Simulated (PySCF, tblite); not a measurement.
**C₅H₁₅NP₂Si: geometry, infrared bands and NMR shifts**

Wanted: the infrared bands and NMR shifts of C₅H₁₅NP₂Si (`CN(C)[C@H]1CC[Si]1(P)P`), by calculation.

Computed with tblite 0.8.0 and PySCF 2.14.0, with density-fitted response routines of our own, on a single molecule in the gas phase. Atoms are numbered from 0 throughout.

### Step 1. Starting geometry

24 atoms, charge 0, multiplicity 1; geometry from: force field or distance geometry start.

Bonds of the start (Å): C0–N1 1.41, N1–C2 1.42, N1–C3 1.39, C3–C4 1.52, C4–C5 1.54, C5–Si6 1.86, Si6–P7 2.14, Si6–P8 2.17, Si6–C3 1.86, C0–H9 1.11, C0–H10 1.12, C0–H11 1.11, C2–H12 1.10, C2–H13 1.10, C2–H14 1.14, C3–H15 1.12, C4–H16 1.09, C4–H17 1.12, C5–H18 1.09, C5–H19 1.11, P7–H20 1.45, P7–H21 1.46, P8–H22 1.48, P8–H23 1.45.

### Step 2. Optimising the geometry with GFN2-xTB

The job: settings as JSON, then the geometry in Å.

```
{"job": {"kind": "relax", "xc": "GFN2-xTB", "basis": "xTB"}, "charge": 0, "multiplicity": 1}
C      1.895500     0.022100    -1.566100
N      1.419300     0.094700    -0.245300
C      1.792500     1.210600     0.542200
C      0.444100    -0.794300     0.204900
C     -0.038300    -0.719600     1.642400
C     -1.298100    -1.443900     1.128800
Si    -1.263100    -0.211400    -0.263200
P     -1.819800    -0.862800    -2.222400
P     -1.837500     1.775900     0.406000
H      2.007700     1.025100    -2.033100
H      1.120700    -0.500400    -2.186300
H      2.813800    -0.591100    -1.698000
H      1.412400     1.267000     1.571000
H      2.888800     1.321400     0.564500
H      1.375000     2.129400     0.008300
H      0.583600    -1.846200    -0.153600
H      0.497300    -1.286600     2.397000
H     -0.390600     0.304400     1.944100
H     -2.189400    -1.311200     1.750400
H     -1.083200    -2.460000     0.743700
H     -1.042600    -0.185000    -3.241900
H     -3.249100    -0.796300    -2.506800
H     -3.129800     1.662000     1.110800
H     -0.920900     2.215800     1.443700
```

Launch:

```console
$ OMP_NUM_THREADS=1 python probes_run.py task.json out
```

The driver reads the jobs from task.json and runs them one after another.

**Question.** This job is followed by: GFN2-xTB harmonic vibrations, gas phase; GIAO PBE0/pcSseg-1 NMR shielding, non-relativistic, gas phase. Predict these results of the whole session: strongest single infrared mode (GFN2-xTB); zero-point energy (GFN2-xTB); ¹³C shifts against TMS (PBE0/pcSseg-1, means over atoms taken as alike); ¹H shifts against TMS (PBE0/pcSseg-1, means over atoms taken as alike); ¹⁵N shifts against NH3 (PBE0/pcSseg-1); ²⁹Si shifts against TMS (PBE0/pcSseg-1); ³¹P shifts against H3PO4 (PBE0/pcSseg-1).

**Answer**, as computed:

```
                                                               quantity                                               value
                              strongest single infrared mode (GFN2-xTB)                               2385 cm⁻¹, 149 km/mol
                                           zero-point energy (GFN2-xTB)                                      118.7 kcal/mol
¹³C shifts against TMS (PBE0/pcSseg-1, means over atoms taken as alike)                          71.0, 46.6, 29.1, 16.4 ppm
 ¹H shifts against TMS (PBE0/pcSseg-1, means over atoms taken as alike)  3.28, 2.66, 2.51, 2.13, 1.86, 1.34, 1.31, 1.08 ppm
                                 ¹⁵N shifts against NH3 (PBE0/pcSseg-1)                                            57.6 ppm
                                ²⁹Si shifts against TMS (PBE0/pcSseg-1)                                            15.6 ppm
                               ³¹P shifts against H3PO4 (PBE0/pcSseg-1)                                  -254.6, -275.4 ppm
```

The optimisation took 138 steps and gained 3.167 eV; among the close pairs (by a distance rule), Si6–P7 changed most, from 2.138 to 2.268 Å. The lowest mode is imaginary (34i cm⁻¹), so the xTB geometry is not a minimum. The strongest single mode, at 2385 cm⁻¹, moves mainly H20 and H21. GFN2-xTB is a fitted tight-binding method: band positions and strengths are rough. Its intensities can rank the bands wrongly. C3 (sp3 CH bonded to N and Si) lies farthest downfield among carbon, at 71.0 ppm; pulled downfield by the heteroatom. The most deshielded hydrogen is H15 (hydrogen on an sp3 CH bonded to N and Si), at 3.28 ppm: its carbon carries N, an electronegative neighbour. At PBE0/pcSseg-1: The largest span, 107 ppm, is at P7, where the paramagnetic term is -374 ppm.
